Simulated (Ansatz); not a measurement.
**GeSiH5Cl (SMILES [SiH3][GeH2][Cl]): a chain of runs**

We compute a series of 16 runs (HF/STO-3G, UHF/STO-3G, HF/3-21G, UHF/3-21G, HF/6-31G*, B3LYP/6-31G*, PBE/def2-SVP, MP2/6-31G*) of ClGeH5Si. 

Program for the calculation: Ansatz 0.2.0.

## 1. The structure to begin with

GeSiH5Cl: 8 atoms, total charge 0, spin state singlet. SMILES: `[SiH3][GeH2][Cl]`. Geometry: relaxed at PBE0-D4/def2-TZVP. The run starts from this shape.

Bond lengths: Si1–Ge2 2.380 Å, Ge2–Cl3 2.169 Å, Si1–H4 1.487 Å, Si1–H5 1.484 Å, Si1–H6 1.484 Å, Ge2–H7 1.537 Å, Ge2–H8 1.537 Å. Some angles: Si1–Ge2–Cl3 106.5°, Si1–Ge2–H7 114.0°, Si1–Ge2–H8 114.0°, Cl3–Ge2–H7 106.1°, Cl3–Ge2–H8 106.1°, Ge2–Si1–H4 109.5°, Ge2–Si1–H5 108.9°, Ge2–Si1–H6 108.9°, H7–Ge2–H8 109.6°, H4–Si1–H5 109.7°.

## 2. A structure relaxation at HF/STO-3G (start density atoms) (run 1)

molecule.yaml

```yaml
crystal:
  periodic: [false, false, false]
  atoms:
    - symbol: Si
      position_ang: [-0.863600, 0.827300, -0.302500]
    - symbol: Ge
      position_ang: [0.738300, -0.882000, 0.118400]
    - symbol: Cl
      position_ang: [1.963100, -0.183700, 1.766200]
    - symbol: H
      position_ang: [-1.744900, 0.416200, -1.427300]
    - symbol: H
      position_ang: [-0.149800, 2.078700, -0.658900]
    - symbol: H
      position_ang: [-1.678500, 1.035600, 0.920200]
    - symbol: H
      position_ang: [1.703100, -1.135200, -1.051200]
    - symbol: H
      position_ang: [0.124600, -2.213900, 0.579200]
basis:
  gaussian: {orbitals: STO-3G}
hamiltonian: {xc: hf}
relax: {f_tol: 0.002}
output: {orbitals: {seedname: orbitals}}
```

Started as:

```sh
$ ansatz run molecule.yaml --threads 1 --pin off --max-ram 3480MiB --events-out events.jsonl --progress --plain --runs-dir runs
```

What it wrote:

```text
Warning: RAYON_NUM_THREADS=1 ignored (pool sized by the plan → 1); use --threads N
The last accepted step is kept in runs//last_step.txt (removed where the run ends without a failure and the disk answers)
[... 55 lines left out ...]
Total energy: -76054.27582433 eV, -2794.9430851044 hartree
[... 8 lines left out ...]
Dipole moment:    -0.474107    -0.085890    -0.515931 e Å
```

Run time: 8.1 s. Hardware: 1 thread of Arm Neoverse V1, shared host; peak memory 0.11 GiB.

Steps, from the record of the run:

```tsv
step	energy from the first frame kept (eV)	largest force (eV/Å)
1	0.0000	1.9952
2	-0.3995	0.7225
3	-0.4137	0.1259
4	-0.4165	0.0227
5	-0.4166	0.0063
6	-0.4167	0.0120
7	-0.4167	0.0007
```

After the run. Bond lengths: Si1–Ge2 2.324 Å, Ge2–Cl3 2.165 Å, Si1–H4 1.423 Å, Si1–H5 1.422 Å, Si1–H6 1.422 Å, Ge2–H7 1.432 Å, Ge2–H8 1.432 Å. Some angles: Si1–Ge2–Cl3 109.1°, Si1–Ge2–H7 113.2°, Si1–Ge2–H8 113.2°, Cl3–Ge2–H7 105.3°, Cl3–Ge2–H8 105.3°, Ge2–Si1–H4 108.8°, Ge2–Si1–H5 110.4°, Ge2–Si1–H6 110.4°, H7–Ge2–H8 110.1°, H4–Si1–H5 108.9°.

## 3. The harmonic vibrations at HF/STO-3G (start density atoms) (run 2)

molecule.yaml

```yaml
crystal:
  periodic: [false, false, false]
  atoms:
    - {symbol: Si, position_ang: [-0.844294, 0.804313, -0.299152]}
    - {symbol: Ge, position_ang: [0.722123, -0.861296, 0.116255]}
    - {symbol: Cl, position_ang: [1.994918, -0.245172, 1.756301]}
    - {symbol: H, position_ang: [-1.677150, 0.392766, -1.377243]}
    - {symbol: H, position_ang: [-0.193559, 2.017514, -0.655773]}
    - {symbol: H, position_ang: [-1.651968, 1.021756, 0.851010]}
    - {symbol: H, position_ang: [1.608784, -1.089685, -0.985378]}
    - {symbol: H, position_ang: [0.133446, -2.097195, 0.538080]}
basis:
  gaussian:
    orbitals: STO-3G
phonons:
  temperatures: {t_min: 298.15, t_max: 298.15, t_step: 1}
hamiltonian:
  xc: hf
```

Started as:

```sh
$ ansatz run molecule.yaml --threads 1 --pin off --max-ram 3480MiB --events-out events.jsonl --progress --plain --runs-dir runs
```

What it wrote:

```text
Warning: RAYON_NUM_THREADS=1 ignored (pool sized by the plan → 1); use --threads N
[... 263 lines left out ...]
Total energy: -76054.27583041 eV, -2794.9430853277 hartree
[... 8 lines left out ...]
Dipole moment:    -0.474108    -0.085890    -0.515931 e Å
Vibrations: 68.23 137.84 444.94 483.14 490.89 688.57 711.95 856.27 936.65 1096.52 1154.47 1225.86 1228.22 2408.01 2448.90 2866.85 2917.12 2922.60 cm⁻¹, zero-point energy 1.431214 eV
```

Run time: 32 s. Hardware: 1 thread of Arm Neoverse V1, shared host; peak memory 0.093 GiB.

Runs 3 to 5 aren't shown in full; the table further down has their settings and results.

## 4. The harmonic vibrations at HF/3-21G (start density atoms) (run 6)

input.yaml

```yaml
crystal:
  periodic: [false, false, false]
  atoms:
    - {symbol: Si, position_ang: [-0.881323, 0.845385, -0.307844]}
    - {symbol: Ge, position_ang: [0.737070, -0.901140, 0.104386]}
    - {symbol: Cl, position_ang: [2.026895, -0.194035, 1.821022]}
    - {symbol: H, position_ang: [-1.748648, 0.411505, -1.434123]}
    - {symbol: H, position_ang: [-0.164112, 2.090607, -0.670535]}
    - {symbol: H, position_ang: [-1.697252, 1.043790, 0.913388]}
    - {symbol: H, position_ang: [1.702554, -1.135211, -1.059703]}
    - {symbol: H, position_ang: [0.117115, -2.217902, 0.577509]}
basis:
  gaussian:
    orbitals: 3-21G.json
hamiltonian:
  xc: hf
phonons:
  temperatures:
    t_min: 298.15
    t_max: 298.15
    t_step: 1
```

The basis set 3-21G is read from a file made from the Basis Set Exchange's data (not shown).

Started as:

```sh
$ ansatz run input.yaml --threads 1 --pin off --max-ram 3480MiB --events-out events.jsonl --progress --plain --runs-dir runs
```

What it wrote:

```text
Warning: RAYON_NUM_THREADS=1 ignored (pool sized by the plan → 1); use --threads N
[... 262 lines left out ...]
Total energy: -76544.99421790 eV, -2812.9766534473 hartree
[... 8 lines left out ...]
Dipole moment:    -0.526783    -0.157693    -0.614400 e Å
Vibrations: 95.58 101.99 342.19 378.59 393.27 555.40 581.22 681.61 801.66 909.44 959.36 999.09 1002.02 2180.87 2183.76 2288.02 2306.60 2314.04 cm⁻¹, zero-point energy 1.182481 eV
```

Run time: 35 s. Hardware: 1 thread of Arm Neoverse V1, shared host; peak memory 0.11 GiB.

Runs 7 to 15 aren't shown in full; the table further down has their settings and results.

## 5. Vibrational wavenumbers at MP2/6-31G(d) (Cartesian functions, start density atoms) (run 16)

run.yaml

```yaml
crystal:
  periodic: [false, false, false]
  atoms:
    - symbol: Si
      position_ang: [-0.867368, 0.830682, -0.304047]
    - symbol: Ge
      position_ang: [0.739282, -0.879382, 0.120924]
    - symbol: Cl
      position_ang: [1.979364, -0.193414, 1.775350]
    - symbol: H
      position_ang: [-1.744665, 0.413915, -1.428721]
    - symbol: H
      position_ang: [-0.157264, 2.082646, -0.661444]
    - symbol: H
      position_ang: [-1.684161, 1.040095, 0.915948]
    - symbol: H
      position_ang: [1.704251, -1.135807, -1.053501]
    - symbol: H
      position_ang: [0.122860, -2.215736, 0.579591]
basis:
  gaussian:
    orbitals: "6-31G*"
correlation:
  method: mp2
phonons:
  temperatures: {t_min: 298.15, t_max: 298.15, t_step: 1}
```

Started as:

```sh
$ ansatz run run.yaml --threads 1 --pin off --max-ram 3480MiB --events-out events.jsonl --progress --plain --runs-dir runs
```

What it wrote:

```text
Warning: RAYON_NUM_THREADS=1 ignored (pool sized by the plan → 1); use --threads N
[... 41 lines left out ...]
19 core orbitals not correlated: weight in the atoms' cores, before any rotation towards them, 1.000 or more for the frozen orbitals, at most 0.000 for the correlated occupied ones
[... 166 lines left out ...]
19 core orbitals not correlated: weight in the atoms' cores, before any rotation towards them, 1.000 or more for the frozen orbitals, at most 0.000 for the correlated occupied ones
[... 164 lines left out ...]
Dipole moment:    -0.352269    -0.072258    -0.388892 e Å
[... 1 line left out ...]
Checks for a lower state left out: cluster_reference
```

Run time: 3.5 min. Hardware: 1 thread of Arm Neoverse V1, shared host; peak memory 0.18 GiB.

## 6. The series

```tsv
run	level	task	walk f tol	partner	energy (Eh)	dipole moment (D)	wall time
1	HF/STO-3G (start density atoms)	optimise	0.002	base	-2794.943085	3.39	8.1 s
2	HF/STO-3G (start density atoms)	frequencies	–	base	-2794.943085	3.39	32 s
3	UHF/STO-3G (start density atoms)	energy	–	cation	-2794.628780	–	2 s
4	UHF/STO-3G (start density atoms)	optimise	–	cation	-2794.648316	–	17 s
5	HF/3-21G (start density atoms)	optimise	0.002	base	-2812.976654	3.96	10 s
6	HF/3-21G (start density atoms)	frequencies	–	base	-2812.976653	3.96	35 s
7	UHF/3-21G (start density atoms)	energy	–	cation	-2812.606879	–	6.3 s
8	UHF/3-21G (start density atoms)	optimise	–	cation	-2812.630741	–	38 s
9	HF/6-31G* (Cartesian functions, start density atoms)	optimise	0.002	base	-2826.422211	2.86	22 s
10	HF/6-31G* (Cartesian functions, start density atoms)	frequencies	–	base	-2826.422211	2.86	1.8 min
11	B3LYP/6-31G* (Cartesian functions, start density atoms)	optimise	0.002	base	-2829.502132	2.60	45 s
12	B3LYP/6-31G* (Cartesian functions, start density atoms)	frequencies	–	base	-2829.502132	2.60	2.8 min
13	PBE/def2-SVP (start density atoms)	optimise	0.002	base	-2828.565109	1.93	25 s
14	PBE/def2-SVP (start density atoms)	frequencies	–	base	-2828.565109	1.93	90 s
15	MP2/6-31G* (Cartesian functions, start density atoms)	optimise	0.002	base	-2826.880736	2.54	37 s
16	MP2/6-31G* (Cartesian functions, start density atoms)	frequencies	–	base	-2826.880736	2.54	3.5 min
```

## 7. Results

```
                                                                          quantity           value
                                                  run 16, MP2/6-31G*: total energy  -2826.88074 Eh
                            run 16, MP2/6-31G*: dipole moment (correlated density)          2.54 D
                  run 16, MP2/6-31G*: correlation energy (19 core orbitals frozen)      -458.8 mEh
                                      run 16, MP2/6-31G*: largest force on an atom      0.001 eV/Å
                                    run 16, MP2/6-31G*: lowest harmonic wavenumber         99 cm⁻¹
                                   run 16, MP2/6-31G*: highest harmonic wavenumber       2337 cm⁻¹
                                             run 16, MP2/6-31G*: zero-point energy    113.5 kJ/mol
                     vertical ionisation energy (to the doublet cation), HF/STO-3G        8.553 eV
                      vertical ionisation energy (to the doublet cation), HF/3-21G       10.062 eV
adiabatic ionisation energy (to the doublet cation, no zero-point term), HF/STO-3G        8.021 eV
 adiabatic ionisation energy (to the doublet cation, no zero-point term), HF/3-21G        9.413 eV
```

**Reading.** At HF/STO-3G: removing an electron at fixed nuclei costs 8.55 eV (197 kcal/mol). In a minimal basis such a difference can be off by several eV, whatever the method. At HF/3-21G: removing an electron at fixed nuclei costs 10.06 eV (232 kcal/mol). At HF/STO-3G: the adiabatic ionisation energy (to the doublet cation, no zero-point term) is 8.02 eV (774 kJ/mol). At HF/3-21G: the adiabatic ionisation energy (to the doublet cation, no zero-point term) is 9.41 eV (217 kcal/mol). The second species lost a bond as it relaxed, so this leads to another structure. Totals of different functionals can't be ranked against each other. In runs 1, 2, 3, 4 the basis is minimal, so the values are rough. All runs together took 14 min, the longest 3.5 min.
